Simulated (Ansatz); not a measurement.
# C₂H₈AlClSi: up Jacob's ladder to CCSD(T)

How much do the methods differ for C₂H₈AlClSi? The plan is to run it at one geometry with functionals of several rungs and with coupled cluster. The yardstick is the atomisation energy at the CCSD(T) limit.

Method: functionals in def2-TZVPP, the program's frozen cores in correlated methods; program: Ansatz 0.2.0, Gaussian basis.

Levels to be run: PBE-D4, r2SCAN-D4, PBE0-D4, B3LYP-D4, ωB97X-V, ωB97M-V, B2PLYP; CCSD(T)/def2-TZVPP; MP2/def2-QZVPP; extrapolation to the limit.

### 1 The geometry

The geometry comes from an earlier relaxation with PBE0-D4 in a triple-zeta def2 set; it is a stationary point, not always the lowest conformer.

13 atoms, charge 0, spin multiplicity 1.

Atoms are counted from 1 here; the program's logs count them from 0.

Bond lengths: C1–Si2 1.879 Å, C1–H6 1.092 Å, C1–H7 1.093 Å, C1–H8 1.093 Å, Si2–C3 1.883 Å, Si2–Al4 2.454 Å, Si2–H9 1.498 Å, C3–H10 1.093 Å, C3–H11 1.093 Å, C3–H12 1.092 Å, Al4–Cl5 2.114 Å, Al4–H13 1.586 Å. Angles: Si2–C1–H6 111.0°, Si2–C1–H7 110.7°, Si2–C1–H8 110.9°, H6–C1–H7 108.3°, H6–C1–H8 107.7°, H7–C1–H8 108.1°, C1–Si2–C3 110.9°, C1–Si2–Al4 111.0°, C1–Si2–H9 108.4°, C3–Si2–Al4 112.3°, C3–Si2–H9 107.8°, Al4–Si2–H9 106.3°, Si2–C3–H10 111.2°, Si2–C3–H11 110.3°, Si2–C3–H12 111.4°, H10–C3–H11 107.9°, H10–C3–H12 107.9°, H11–C3–H12 108.0° and more.

Geometry (Å):

```
C    -1.55996   -0.81716    0.10642
Si    0.11579   -0.06214    0.49796
C     1.50361   -1.07121   -0.27719
Al    0.19448    2.29717   -0.17268
Cl   -1.65937    3.25642   -0.50775
H    -2.36640   -0.23626    0.55862
H    -1.62045   -1.84078    0.48517
H    -1.73384   -0.84306   -0.97199
H     0.30929   -0.08351    1.98359
H     1.41075   -1.09905   -1.36565
H     1.47466   -2.10089    0.08906
H     2.48337   -0.65448   -0.03351
H     1.46837    3.22014   -0.37705
```

### 2 PBE-D4 (GGA)

in.yaml

```yaml
crystal:
  periodic: [false, false, false]
  atoms:
    - {symbol: C, position_ang: [-1.559962, -0.817160, 0.106423]}
    - {symbol: Si, position_ang: [0.115794, -0.062141, 0.497963]}
    - {symbol: C, position_ang: [1.503607, -1.071210, -0.277193]}
    - {symbol: Al, position_ang: [0.194475, 2.297174, -0.172683]}
    - {symbol: Cl, position_ang: [-1.659371, 3.256416, -0.507755]}
    - {symbol: H, position_ang: [-2.366399, -0.236258, 0.558616]}
    - {symbol: H, position_ang: [-1.620452, -1.840780, 0.485173]}
    - {symbol: H, position_ang: [-1.733835, -0.843064, -0.971988]}
    - {symbol: H, position_ang: [0.309287, -0.083507, 1.983595]}
    - {symbol: H, position_ang: [1.410753, -1.099052, -1.365649]}
    - {symbol: H, position_ang: [1.474658, -2.100886, 0.089060]}
    - {symbol: H, position_ang: [2.483372, -0.654476, -0.033509]}
    - {symbol: H, position_ang: [1.468372, 3.220143, -0.377052]}
basis:
  gaussian: {orbitals: def2-TZVPP}
hamiltonian: {xc: pbe, dispersion: d4}
output: {forces: true, orbitals: {seedname: orbitals}}
```

Run with:

```bash
$ ansatz run in.yaml --threads 4 --pin off --events-out ev --progress --plain --max-ram 10444MiB
```

The runs that follow: r2SCAN-D4 (meta-GGA); PBE0-D4 (hybrid); B3LYP-D4 (hybrid); ωB97X-V (range-separated); ωB97M-V (range-separated); B2PLYP (double hybrid); CCSD(T) in def2-TZVPP; MP2 in def2-QZVPP.

**Question.** What will the summary of the whole plan be? Wanted: atomisation energy, CCSD(T)/CBS; farthest; mean size of error, hybrid; mean size of error, range-separated; gap, smallest and largest; T1 diagnostic; triples share of the correlation energy.

The runs gave:

| quantity | value |
| --- | --- |
| atomisation energy, CCSD(T)/CBS | 4468.1 kJ/mol |
| functionals within 22.3 kJ/mol (0.5 %) | PBE-D4, r2SCAN-D4, PBE0-D4, B3LYP-D4, ωB97X-V, ωB97M-V |
| farthest | B2PLYP (-65.5 kJ/mol) |
| mean size of error, hybrid | 13.4 kJ/mol |
| mean size of error, range-separated | 9.5 kJ/mol |
| gap, smallest and largest | 3.61 eV (PBE-D4), 9.58 eV (ωB97X-V) |
| T1 diagnostic | 0.0102 |
| triples share of the correlation energy | 3.7 % |

In words: PBE-D4 misses by +13.2 kJ/mol. Double hybrids carry the basis error of their MP2 part in triple zeta, and no dispersion term here, so their miss is partly the set-up's. The reference freezes the cores and leaves out relativity and excitations past (T), so misses under about 22.3 kJ/mol can't be ranked. Hartree-Fock recovers 77 % of the binding; the rest is correlation. Orbital gaps span 3.6 to 9.6 eV; exact exchange widens them.
